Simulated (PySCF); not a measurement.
# A gas-phase reaction: CH3BeF + H3N → CH5BeN + FH

What reaction energy should one expect for `[CH3][Be][F]` + `N` → `[CH3][Be][NH2]` + `F`?

Programs: PySCF 2.14.0. All values are calculated, for the isolated system unless a continuum is named. Atoms count from 0, parts from 1.

## 1. The system as given

Each species was relaxed by itself at PBE0-D3(BJ)/def2-SVPD.

## 2. Reaction energy: wB97M-D3(BJ)/def2-TZVPD

Job settings and geometry (Å):

```
{"job": {"kind": "react", "xc": "wB97M-D3(BJ)", "basis": "def2-TZVPD"}, "charge": 0, "multiplicity": 1}
-1 CH3BeF charge 0 multiplicity 1
C      0.102410     0.525160    -0.223080
Be    -0.191460    -0.985600     0.418110
F     -0.435750    -2.250660     0.954230
H     -0.749400     0.898960    -0.815830
H      0.295660     1.279680     0.557870
H      0.979000     0.531870    -0.892000

-1 H3N charge 0 multiplicity 1
N      0.009490    -0.000510     0.284380
H      0.930810    -0.164840    -0.110620
H     -0.605600    -0.721140    -0.081980
H     -0.319000     0.887800    -0.082890

+1 CH5BeN charge 0 multiplicity 1
C      0.239090     0.177420    -1.361830
Be    -0.043770    -0.042450     0.278030
N     -0.303610    -0.234700     1.752920
H     -0.699860     0.265080    -1.936070
H      0.805720     1.102200    -1.567250
H      0.808810    -0.648360    -1.819960
H      0.309430     0.068700     2.499340
H     -1.115580    -0.687370     2.153450

+1 FH charge 0 multiplicity 1
F      0.458780     0.022800    -0.026260
H     -0.458780    -0.022800     0.026260
```

With the program's defaults for keys left out, this is: wB97M-D3(BJ)/def2-TZVPD reaction energy of separated species, gas phase.

The run is started by

```
> OMP_NUM_THREADS=1 python cluster_run.py task.json out
```

This one command runs all jobs of the session in turn.

Standard output:

```text
species 1 (CH3BeF)
coarse grid: 22984 points
cycle   1  E = -154.6133271956  dE =  6.454e-02  |g| = 5.921e-01  |ddm| = 2.291e+00
cycle   2  E = -154.6047035580  dE =  8.624e-03  |g| = 7.571e-01  |ddm| = 8.963e-01
cycle   3  E = -154.6830131859  dE = -7.831e-02  |g| = 3.354e-02  |ddm| = 3.603e-01
cycle   4  E = -154.6835807528  dE = -5.676e-04  |g| = 2.065e-02  |ddm| = 6.812e-02
cycle   5  E = -154.6837148719  dE = -1.341e-04  |g| = 4.183e-03  |ddm| = 2.331e-02
cycle   6  E = -154.6837242675  dE = -9.396e-06  |g| = 9.144e-04  |ddm| = 8.130e-03
final grid: 49960 points
cycle   7  E = -154.6837253606  dE = -4.713e-07  |g| = 6.553e-04  |ddm| = 2.148e-03
cycle   8  E = -154.6837254106  dE = -4.993e-08  |g| = 7.124e-04  |ddm| = 8.674e-04
cycle   9  E = -154.6837254801  dE = -6.957e-08  |g| = 7.231e-05  |ddm| = 3.249e-04
cycle  10  E = -154.6837254857  dE = -5.552e-09  |g| = 3.044e-05  |ddm| = 2.116e-04
cycle  11  E = -154.6837254860  dE = -3.201e-10  |g| = 5.101e-06  |ddm| = 4.174e-05
converged SCF energy = -154.6837254860

species 2 (H3N)
coarse grid: 12536 points
cycle   1  E = -56.5694016229  dE = -1.294e-01  |g| = 3.023e-01  |ddm| = 1.089e+00
cycle   2  E = -56.5779556813  dE = -8.554e-03  |g| = 2.716e-01  |ddm| = 2.676e-01
cycle   3  E = -56.5918774698  dE = -1.392e-02  |g| = 2.124e-02  |ddm| = 1.115e-01
cycle   4  E = -56.5919830716  dE = -1.056e-04  |g| = 5.194e-03  |ddm| = 1.728e-02
cycle   5  E = -56.5919942080  dE = -1.114e-05  |g| = 7.322e-04  |ddm| = 8.716e-03
cycle   6  E = -56.5919946231  dE = -4.151e-07  |g| = 1.111e-04  |ddm| = 3.176e-03
final grid: 27112 points
cycle   7  E = -56.5919840175  dE = -1.634e-08  |g| = 6.555e-05  |ddm| = 7.751e-04
cycle   8  E = -56.5919840196  dE = -2.098e-09  |g| = 5.340e-05  |ddm| = 2.525e-04
cycle   9  E = -56.5919840203  dE = -6.847e-10  |g| = 1.233e-05  |ddm| = 5.224e-05
converged SCF energy = -56.5919840203

species 3 (CH5BeN)
coarse grid: 27744 points
cycle   1  E = -110.6731838670  dE =  1.200e-01  |g| = 4.467e-01  |ddm| = 2.673e+00
cycle   2  E = -110.6896874158  dE = -1.650e-02  |g| = 4.229e-01  |ddm| = 7.118e-01
cycle   3  E = -110.7255749304  dE = -3.589e-02  |g| = 3.508e-02  |ddm| = 2.223e-01
cycle   4  E = -110.7261413779  dE = -5.664e-04  |g| = 1.931e-02  |ddm| = 6.115e-02
cycle   5  E = -110.7262594473  dE = -1.181e-04  |g| = 4.245e-03  |ddm| = 2.691e-02
cycle   6  E = -110.7262691046  dE = -9.657e-06  |g| = 1.040e-03  |ddm| = 8.409e-03
final grid: 60088 points
cycle   7  E = -110.7262474051  dE = -6.404e-07  |g| = 5.454e-04  |ddm| = 5.391e-03
cycle   8  E = -110.7262475041  dE = -9.897e-08  |g| = 4.165e-04  |ddm| = 1.094e-03
cycle   9  E = -110.7262475453  dE = -4.122e-08  |g| = 8.719e-05  |ddm| = 3.615e-04
cycle  10  E = -110.7262475517  dE = -6.398e-09  |g| = 4.858e-05  |ddm| = 2.217e-04
cycle  11  E = -110.7262475525  dE = -8.208e-10  |g| = 9.104e-06  |ddm| = 7.814e-05
converged SCF energy = -110.7262475525

species 4 (FH)
coarse grid: 7776 points
cycle   1  E = -100.4688207724  dE = -9.408e-02  |g| = 4.644e-01  |ddm| = 6.197e-01
cycle   2  E = -100.4725016440  dE = -3.681e-03  |g| = 5.038e-01  |ddm| = 3.808e-01
cycle   3  E = -100.5053159387  dE = -3.281e-02  |g| = 2.574e-02  |ddm| = 1.678e-01
cycle   4  E = -100.5053919170  dE = -7.598e-05  |g| = 5.006e-03  |ddm| = 1.077e-02
cycle   5  E = -100.5053965582  dE = -4.641e-06  |g| = 4.334e-04  |ddm| = 3.766e-03
final grid: 16976 points
cycle   6  E = -100.5053932933  dE = -6.401e-08  |g| = 1.048e-04  |ddm| = 8.208e-04
cycle   7  E = -100.5053932968  dE = -3.452e-09  |g| = 7.874e-05  |ddm| = 2.171e-04
cycle   8  E = -100.5053932976  dE = -8.125e-10  |g| = 2.093e-05  |ddm| = 3.720e-05
converged SCF energy = -100.5053932976

Reaction energy = 27.268 kcal/mol
```

Wall time 11 s (1 thread of Arm Neoverse V1, shared host); peak memory 0.54 GiB.

Species by species (with the dispersion term, which the log's SCF energies lack):

| ν | species | energy (Eh) | HOMO (eV) |
| --- | --- | --- | --- |
| -1 | [CH3][Be][F] | -154.68750 | -11.46 |
| -1 | N | -56.59358 | -10.26 |
| +1 | [CH3][Be][NH2] | -110.73198 | -9.70 |
| +1 | F | -100.50563 | -14.54 |

## 3. Energies of the species: PBE0-D3(BJ)/def2-TZVPD

Settings changed since step 2:

```diff
@@ -1,2 +1,2 @@
-{"job": {"kind": "react", "xc": "wB97M-D3(BJ)", "basis": "def2-TZVPD"}, "charge": 0, "multiplicity": 1}
+{"job": {"kind": "react", "xc": "PBE0", "basis": "def2-TZVPD", "disp": "d3bj"}, "charge": 0, "multiplicity": 1}
 -1 CH3BeF charge 0 multiplicity 1
```

Method: PBE0-D3(BJ)/def2-TZVPD reaction energy of separated species, gas phase.

Standard output:

```text
species 1 (CH3BeF)
coarse grid: 5096 points
cycle   1  E = -154.3933303895  dE =  4.858e-03  |g| = 6.689e-01  |ddm| = 2.541e+00
cycle   2  E = -154.2767303405  dE =  1.166e-01  |g| = 1.108e+00  |ddm| = 1.024e+00
cycle   3  E = -154.4740492065  dE = -1.973e-01  |g| = 9.907e-02  |ddm| = 5.997e-01
cycle   4  E = -154.4761539275  dE = -2.105e-03  |g| = 2.662e-02  |ddm| = 8.557e-02
cycle   5  E = -154.4763101785  dE = -1.563e-04  |g| = 2.218e-03  |ddm| = 1.945e-02
cycle   6  E = -154.4763112658  dE = -1.087e-06  |g| = 5.007e-04  |ddm| = 3.204e-03
final grid: 49960 points
cycle   7  E = -154.4744902428  dE = -1.180e-04  |g| = 7.594e-03  |ddm| = 9.753e-02
cycle   8  E = -154.4744829503  dE =  7.292e-06  |g| = 1.009e-02  |ddm| = 1.093e-02
cycle   9  E = -154.4745010111  dE = -1.806e-05  |g| = 8.679e-04  |ddm| = 5.844e-03
cycle  10  E = -154.4745011149  dE = -1.038e-07  |g| = 3.554e-04  |ddm| = 6.666e-04
cycle  11  E = -154.4745011414  dE = -2.643e-08  |g| = 1.703e-05  |ddm| = 2.513e-04
cycle  12  E = -154.4745011414  dE = -7.654e-11  |g| = 5.094e-06  |ddm| = 2.725e-05
converged SCF energy = -154.4745011414

species 2 (H3N)
coarse grid: 2928 points
cycle   1  E = -56.4894310787  dE = -9.635e-02  |g| = 3.707e-01  |ddm| = 1.101e+00
cycle   2  E = -56.4630093239  dE =  2.642e-02  |g| = 5.179e-01  |ddm| = 4.427e-01
cycle   3  E = -56.5201087287  dE = -5.710e-02  |g| = 1.575e-02  |ddm| = 2.485e-01
cycle   4  E = -56.5201572379  dE = -4.851e-05  |g| = 3.353e-03  |ddm| = 8.633e-03
cycle   5  E = -56.5201594084  dE = -2.171e-06  |g| = 3.222e-04  |ddm| = 2.234e-03
final grid: 27112 points
cycle   6  E = -56.5150239121  dE = -1.157e-05  |g| = 5.627e-03  |ddm| = 1.618e-02
cycle   7  E = -56.5150184323  dE =  5.480e-06  |g| = 7.700e-03  |ddm| = 5.891e-03
cycle   8  E = -56.5150302395  dE = -1.181e-05  |g| = 1.412e-04  |ddm| = 3.477e-03
cycle   9  E = -56.5150302439  dE = -4.403e-09  |g| = 3.212e-05  |ddm| = 9.639e-05
cycle  10  E = -56.5150302442  dE = -2.914e-10  |g| = 3.553e-06  |ddm| = 2.740e-05
converged SCF energy = -56.5150302442

species 3 (CH5BeN)
coarse grid: 6312 points
cycle   1  E = -110.4782317279  dE =  2.846e-02  |g| = 5.907e-01  |ddm| = 2.853e+00
cycle   2  E = -110.4105496489  dE =  6.768e-02  |g| = 8.024e-01  |ddm| = 9.039e-01
cycle   3  E = -110.5589124047  dE = -1.484e-01  |g| = 7.372e-02  |ddm| = 4.947e-01
cycle   4  E = -110.5600151148  dE = -1.103e-03  |g| = 2.878e-02  |ddm| = 7.136e-02
cycle   5  E = -110.5602105535  dE = -1.954e-04  |g| = 3.522e-03  |ddm| = 2.261e-02
cycle   6  E = -110.5602136875  dE = -3.134e-06  |g| = 5.408e-04  |ddm| = 4.464e-03
final grid: 60088 points
cycle   7  E = -110.5515898909  dE = -4.151e-05  |g| = 8.593e-03  |ddm| = 1.299e-01
cycle   8  E = -110.5515767715  dE =  1.312e-05  |g| = 1.170e-02  |ddm| = 1.177e-02
cycle   9  E = -110.5516060014  dE = -2.923e-05  |g| = 7.973e-04  |ddm| = 6.727e-03
cycle  10  E = -110.5516061412  dE = -1.398e-07  |g| = 2.189e-04  |ddm| = 7.196e-04
cycle  11  E = -110.5516061525  dE = -1.134e-08  |g| = 2.851e-05  |ddm| = 1.809e-04
cycle  12  E = -110.5516061528  dE = -2.346e-10  |g| = 8.371e-06  |ddm| = 3.956e-05
converged SCF energy = -110.5516061528

species 4 (FH)
coarse grid: 1712 points
cycle   1  E = -100.3540871871  dE = -3.605e-02  |g| = 4.957e-01  |ddm| = 6.253e-01
cycle   2  E = -100.3145686680  dE =  3.952e-02  |g| = 7.430e-01  |ddm| = 5.125e-01
cycle   3  E = -100.3938097534  dE = -7.924e-02  |g| = 2.284e-02  |ddm| = 2.892e-01
cycle   4  E = -100.3938853178  dE = -7.556e-05  |g| = 4.205e-03  |ddm| = 9.787e-03
cycle   5  E = -100.3938873016  dE = -1.984e-06  |g| = 3.555e-04  |ddm| = 1.247e-03
final grid: 16976 points
cycle   6  E = -100.3948394803  dE = -1.853e-05  |g| = 3.985e-03  |ddm| = 7.468e-03
cycle   7  E = -100.3948375683  dE =  1.912e-06  |g| = 5.480e-03  |ddm| = 3.343e-03
cycle   8  E = -100.3948416300  dE = -4.062e-06  |g| = 9.965e-05  |ddm| = 2.007e-03
cycle   9  E = -100.3948416313  dE = -1.287e-09  |g| = 1.782e-05  |ddm| = 3.937e-05
cycle  10  E = -100.3948416314  dE = -4.830e-11  |g| = 3.051e-06  |ddm| = 1.027e-05
converged SCF energy = -100.3948416314

Reaction energy = 26.684 kcal/mol
```

Run time: 4.8 s. Hardware: 1 thread of Arm Neoverse V1, shared host; peak memory 0.53 GiB.

Reaction energy at this level: 26.68 kcal/mol.

## 4. Reaction energy: MP2/def2-TZVPD

Settings changed since step 3:

```diff
@@ -1,2 +1,2 @@
-{"job": {"kind": "react", "xc": "PBE0", "basis": "def2-TZVPD", "disp": "d3bj"}, "charge": 0, "multiplicity": 1}
+{"job": {"kind": "react", "xc": "MP2", "basis": "def2-TZVPD"}, "charge": 0, "multiplicity": 1}
 -1 CH3BeF charge 0 multiplicity 1
```

Level: MP2/def2-TZVPD reaction energy of separated species, gas phase.

Standard output:

```text
species 1 (CH3BeF)
final grid: 49960 points
cycle   1  E = -153.7740693804  dE =  3.896e-02  |g| = 5.259e-01  |ddm| = 2.058e+00
cycle   2  E = -153.8204806237  dE = -4.641e-02  |g| = 3.681e-01  |ddm| = 6.871e-01
cycle   3  E = -153.8392417191  dE = -1.876e-02  |g| = 3.846e-02  |ddm| = 1.824e-01
cycle   4  E = -153.8402282797  dE = -9.866e-04  |g| = 8.544e-03  |ddm| = 9.701e-02
cycle   5  E = -153.8402834523  dE = -5.517e-05  |g| = 3.084e-03  |ddm| = 2.795e-02
cycle   6  E = -153.8402895469  dE = -6.095e-06  |g| = 8.857e-04  |ddm| = 8.154e-03
cycle   7  E = -153.8402900224  dE = -4.755e-07  |g| = 1.585e-04  |ddm| = 2.559e-03
cycle   8  E = -153.8402900358  dE = -1.349e-08  |g| = 2.505e-05  |ddm| = 5.281e-04
cycle   9  E = -153.8402900362  dE = -3.223e-10  |g| = 6.031e-06  |ddm| = 1.034e-04
converged SCF energy = -153.8402900362

species 2 (H3N)
final grid: 27112 points
cycle   1  E = -56.2058940317  dE = -1.621e-01  |g| = 2.298e-01  |ddm| = 1.073e+00
cycle   2  E = -56.2178840600  dE = -1.199e-02  |g| = 7.796e-02  |ddm| = 1.404e-01
cycle   3  E = -56.2190893180  dE = -1.205e-03  |g| = 2.444e-02  |ddm| = 4.020e-02
cycle   4  E = -56.2192486413  dE = -1.593e-04  |g| = 5.225e-03  |ddm| = 1.749e-02
cycle   5  E = -56.2192627713  dE = -1.413e-05  |g| = 1.112e-03  |ddm| = 7.204e-03
cycle   6  E = -56.2192639907  dE = -1.219e-06  |g| = 2.934e-04  |ddm| = 3.286e-03
cycle   7  E = -56.2192640853  dE = -9.467e-08  |g| = 4.961e-05  |ddm| = 9.839e-04
cycle   8  E = -56.2192640874  dE = -2.081e-09  |g| = 4.563e-06  |ddm| = 1.082e-04
cycle   9  E = -56.2192640874  dE = -1.319e-11  |g| = 5.841e-07  |ddm| = 2.273e-05
converged SCF energy = -56.2192640874

species 3 (CH5BeN)
final grid: 60088 points
cycle   1  E = -109.9078398179  dE =  1.387e-01  |g| = 3.452e-01  |ddm| = 2.397e+00
cycle   2  E = -109.9421513238  dE = -3.431e-02  |g| = 1.534e-01  |ddm| = 5.113e-01
cycle   3  E = -109.9476755672  dE = -5.524e-03  |g| = 4.724e-02  |ddm| = 1.307e-01
cycle   4  E = -109.9485362660  dE = -8.607e-04  |g| = 7.983e-03  |ddm| = 7.311e-02
cycle   5  E = -109.9485793439  dE = -4.308e-05  |g| = 2.428e-03  |ddm| = 2.085e-02
cycle   6  E = -109.9485843684  dE = -5.025e-06  |g| = 5.921e-04  |ddm| = 8.291e-03
cycle   7  E = -109.9485846007  dE = -2.323e-07  |g| = 1.537e-04  |ddm| = 1.747e-03
cycle   8  E = -109.9485846118  dE = -1.112e-08  |g| = 4.480e-05  |ddm| = 2.680e-04
cycle   9  E = -109.9485846135  dE = -1.669e-09  |g| = 1.187e-05  |ddm| = 1.480e-04
cycle  10  E = -109.9485846136  dE = -1.228e-10  |g| = 2.239e-06  |ddm| = 3.702e-05
converged SCF energy = -109.9485846136

species 4 (FH)
final grid: 16976 points
cycle   1  E = -100.0371196415  dE = -1.649e-01  |g| = 4.007e-01  |ddm| = 6.032e-01
cycle   2  E = -100.0578874264  dE = -2.077e-02  |g| = 2.336e-01  |ddm| = 2.533e-01
cycle   3  E = -100.0646339071  dE = -6.746e-03  |g| = 2.356e-02  |ddm| = 8.092e-02
cycle   4  E = -100.0647513383  dE = -1.174e-04  |g| = 6.199e-03  |ddm| = 1.253e-02
cycle   5  E = -100.0647670509  dE = -1.571e-05  |g| = 1.459e-03  |ddm| = 5.122e-03
cycle   6  E = -100.0647683239  dE = -1.273e-06  |g| = 2.290e-04  |ddm| = 1.848e-03
cycle   7  E = -100.0647683583  dE = -3.438e-08  |g| = 1.958e-05  |ddm| = 4.211e-04
cycle   8  E = -100.0647683585  dE = -1.851e-10  |g| = 2.360e-06  |ddm| = 2.495e-05
converged SCF energy = -100.0647683585

Reaction energy = 27.073 kcal/mol
```

It took 1.8 s on 1 thread of Arm Neoverse V1, shared host; peak memory 0.35 GiB.

Reaction energy at this level: 27.07 kcal/mol.

## 5. Comparing the runs

Energies in kcal/mol, with wall time:

| run | reaction | time |
| --- | --- | --- |
| wB97M-D3(BJ)/def2-TZVPD | 27.27 | 11 s |
| PBE0-D3(BJ)/def2-TZVPD | 26.68 | 4.8 s |
| MP2/def2-TZVPD | 27.07 | 1.8 s |

## 6. Results

```
                                                quantity                    value
               reaction energy (wB97M-D3(BJ)/def2-TZVPD)           27.27 kcal/mol
                     ΔH, ΔG at 298 K (xTB thermal terms)    +25.7, +24.1 kcal/mol
range of the reaction energy over the runs of this table  26.68 to 27.27 kcal/mol
```

**Reading.** The reaction is endothermic by 25.7 kcal/mol in the gas phase; dispersion gives -0.39, and xTB itself gave 41.30 for the electronic energy (xTB energies and thermal terms come from the earlier relaxation of each species, not shown). No barrier was sought. xTB and this level differ widely in the electronic energy, so what comes from xTB (the thermal terms above all) is less safe here. The reaction energy runs from 26.68 (PBE0-D3(BJ)/def2-TZVPD) to 27.27 kcal/mol (wB97M-D3(BJ)/def2-TZVPD).
